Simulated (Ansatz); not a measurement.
**CH₄B₂Te: a ladder of functionals and wavefunction methods**

Aim: compute CH₄B₂Te with functionals from several rungs and with coupled cluster. The yardstick is the atomisation energy at the CCSD(T) limit.

Method: functionals in def2-TZVPP, the program's frozen cores in correlated methods; program: Ansatz 0.2.0, Gaussian basis.

Levels to be run: LDA (SPW92), PBE-D4, revPBE-D4, BLYP-D4, r2SCAN-D4, B97M-V, PBE0-D4, B3LYP-D4, r2SCANh-D4, r2SCAN0-D4, HSE06-D4, BHLYP-D4, CAM-B3LYP-D4, LC-ωPBE, ωB97X-V, ωB97M-V, B2PLYP, PBE-QIDH; CCSD(T)/def2-SVP; CCSD(T)/def2-TZVPP; MP2/def2-QZVPP; extrapolation to the limit; RPA on PBE.

## 1. Structure used throughout

The geometry comes from an earlier relaxation with PBE0-D4 in a triple-zeta def2 set; it is a stationary point, not always the lowest conformer. Te takes the def2 core potential; no spin-orbit term is included.

8 atoms, charge 0, spin multiplicity 1.

Atoms are counted from 1 here; the program's logs count them from 0.

Bond lengths: B1–B2 1.638 Å, B1–C4 1.560 Å, B1–H5 1.200 Å, B2–Te3 2.171 Å, B2–H6 1.184 Å, Te3–C4 2.210 Å, C4–H7 1.084 Å, C4–H8 1.088 Å. Angles: B2–B1–C4 111.1°, B2–B1–H5 122.7°, C4–B1–H5 120.1°, B1–B2–Te3 76.8°, B1–B2–H6 154.3°, Te3–B2–H6 127.6°, B2–Te3–C4 74.0°, B1–C4–Te3 77.0°, B1–C4–H7 120.8°, B1–C4–H8 120.4°, Te3–C4–H7 103.2°, Te3–C4–H8 115.0°, H7–C4–H8 112.7°.

## 2. LDA

This LDA is Slater exchange with PW92 correlation.

in.yaml

```yaml
crystal:
  periodic: [false, false, false]
  atoms:
    - {symbol: B, position_ang: [-0.578706, 0.402565, -0.284825]}
    - {symbol: B, position_ang: [0.540981, 1.314000, 0.488699]}
    - {symbol: Te, position_ang: [0.712637, -0.617656, 1.465026]}
    - {symbol: C, position_ang: [-0.033640, -1.029734, -0.574048]}
    - {symbol: H, position_ang: [-1.758673, 0.584097, -0.162737]}
    - {symbol: H, position_ang: [1.048913, 2.334318, 0.811161]}
    - {symbol: H, position_ang: [0.876499, -1.171598, -1.146228]}
    - {symbol: H, position_ang: [-0.715909, -1.873291, -0.652949]}
basis:
  gaussian: {orbitals: def2-TZVPP}
hamiltonian: {xc: lda}
output: {orbitals: {seedname: orbitals}}
```

Launch:

```
ansatz run in.yaml --threads 2 --pin off --events-out ev --progress --plain --max-ram 4352MiB
```

The runs that follow: PBE-D4 (GGA); revPBE-D4 (GGA); BLYP-D4 (GGA); r2SCAN-D4 (meta-GGA); B97M-V (meta-GGA); PBE0-D4 (hybrid); B3LYP-D4 (hybrid); r2SCANh-D4 (hybrid); r2SCAN0-D4 (hybrid); HSE06-D4 (hybrid); BHLYP-D4 (hybrid); CAM-B3LYP-D4 (range-separated); LC-ωPBE (range-separated); ωB97X-V (range-separated); ωB97M-V (range-separated); B2PLYP (double hybrid); PBE-QIDH (double hybrid); CCSD(T) in def2-SVP; CCSD(T) in def2-TZVPP; MP2 in def2-QZVPP; RPA on PBE orbitals.

Before running them: what should the planned runs give, taken together? Wanted: atomisation energy, CCSD(T)/CBS; farthest beyond LDA; mean size of error, GGA; mean size of error, meta-GGA; mean size of error, hybrid; mean size of error, range-separated; mean size of error, double hybrid; gap, smallest and largest; T1 diagnostic.

The runs gave:

```
                               quantity                                                                                                            value
        atomisation energy, CCSD(T)/CBS                                                                                                    2827.6 kJ/mol
 functionals within 28.3 kJ/mol (1.0 %)  revPBE-D4, BLYP-D4, B3LYP-D4, r2SCANh-D4, r2SCAN0-D4, CAM-B3LYP-D4, LC-ωPBE, ωB97X-V, ωB97M-V, B2PLYP, PBE-QIDH
                    farthest beyond LDA                                                                                            PBE-D4 (+87.4 kJ/mol)
                mean size of error, GGA                                                                                                      36.0 kJ/mol
           mean size of error, meta-GGA                                                                                                      32.8 kJ/mol
             mean size of error, hybrid                                                                                                      30.1 kJ/mol
    mean size of error, range-separated                                                                                                       8.8 kJ/mol
      mean size of error, double hybrid                                                                                                      20.4 kJ/mol
              gap, smallest and largest                                                                         3.16 eV (LDA (SPW92)), 9.57 eV (LC-ωPBE)
                          T1 diagnostic                                                                                                           0.0170
triples share of the correlation energy                                                                                                            3.8 %
```

In words: LDA overbinds by 425.8 kJ/mol (15 %). PBE-D4 is off by +87.4 kJ/mol. Double hybrids carry the basis error of their MP2 part in triple zeta, and no dispersion term here, so their miss is partly the set-up's. The rungs range-separated, double hybrid miss on average by less than the doubt on the reference (28.3 kJ/mol), so they tie. Misses under about 28.3 kJ/mol are within the doubt on the reference itself, which lacks core-valence correlation, spin-orbit coupling and higher excitations, and its outer-core shells are covered unevenly. All levels share the lack of spin-orbit coupling, which lowers the free heavy atoms and so the true binding. Hartree-Fock recovers 74 % of the binding; the rest is correlation. CCSD(T) in def2-SVP is off by -159.7 kJ/mol, which most functionals beat. Orbital gaps span 3.2 to 9.6 eV; exact exchange widens them. Correlated methods include outer-core shells of Te, which these sets cover unevenly.
